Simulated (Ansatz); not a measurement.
# CH6AlClO2: the cost of one run

Program: Ansatz 0.2.0. Level of theory: RKS PBE-D4/def2-SVP. These are calculated values, not measurements.

## Step 1: The system as given

Bond lengths: Al1–O2 2.182 Å, Al1–C3 1.979 Å, Al1–O4 1.632 Å, Al1–Cl6 2.603 Å, O2–H7 0.955 Å, C3–H8 1.091 Å, C3–H9 1.090 Å, C3–H10 1.090 Å, O4–H11 0.946 Å. Angles: Al1–O2–H7 125.3°, O2–Al1–C3 110.8°, O2–Al1–O4 107.2°, O2–Al1–Cl6 75.4°, C3–Al1–O4 131.6°, C3–Al1–Cl6 111.0°, O4–Al1–Cl6 106.7°, Al1–C3–H8 110.8°, Al1–C3–H9 111.2°, Al1–C3–H10 112.6°, H8–C3–H9 107.6°, H8–C3–H10 107.3°, H9–C3–H10 107.2°, Al1–O4–H11 173.2°.

Coordinates:

```xyz
11

Al   -0.4424    0.2753    0.0291
O     1.2144    0.9079   -1.2417
C    -0.3093   -1.6538    0.4509
O    -1.7221    1.2179   -0.3434
H     1.4044    1.4607   -0.1145
Cl    1.0892    1.6797    1.5974
H     2.0005    0.3954   -1.4201
H     0.4860   -1.8375    1.1751
H    -1.2388   -2.0285    0.8806
H    -0.0927   -2.2606   -0.4285
H    -2.3893    1.8435   -0.5848
```

## Step 2: A restrained relaxation towards end A

Springs on the bonds that form and break draw the guess towards this end; the thresholds are loose.

input.yaml reads:

```yaml
crystal:
  periodic: [false, false, false]
  atoms:
    - { symbol: Al, position_ang: [-0.4424, 0.2753, 0.0291] }
    - { symbol: O, position_ang: [1.2144, 0.9079, -1.2417] }
    - { symbol: C, position_ang: [-0.3093, -1.6538, 0.4509] }
    - { symbol: O, position_ang: [-1.7221, 1.2179, -0.3434] }
    - { symbol: H, position_ang: [1.4044, 1.4607, -0.1145] }
    - { symbol: Cl, position_ang: [1.0892, 1.6797, 1.5974] }
    - { symbol: H, position_ang: [2.0005, 0.3954, -1.4201] }
    - { symbol: H, position_ang: [0.486, -1.8375, 1.1751] }
    - { symbol: H, position_ang: [-1.2388, -2.0285, 0.8806] }
    - { symbol: H, position_ang: [-0.0927, -2.2606, -0.4285] }
    - { symbol: H, position_ang: [-2.3893, 1.8435, -0.5848] }
basis:
  gaussian: { orbitals: def2-SVP }
hamiltonian:
  xc: pbe
  dispersion: d4
relax:
  f_tol: 0.15
  max_steps: 25
  restrain:
    - { distance: [0, 5], at: 3.53, k: 30.0 }
    - { distance: [4, 1], at: 2.27, k: 30.0 }
    - { distance: [0, 1], at: 1.87, k: 30.0 }
    - { distance: [4, 5], at: 1.33, k: 30.0 }
```

Started as:

```
> ansatz run input.yaml --threads 2 --pin off --max-ram 3072MiB --backend cpu --events-out ev --progress --plain --runs-dir out
```

Q: Estimate wall time and peak memory on 2 threads of Intel Xeon 6975P-C (Granite Rapids), shared host.

About 13 s, with a peak of 0.17 GiB.
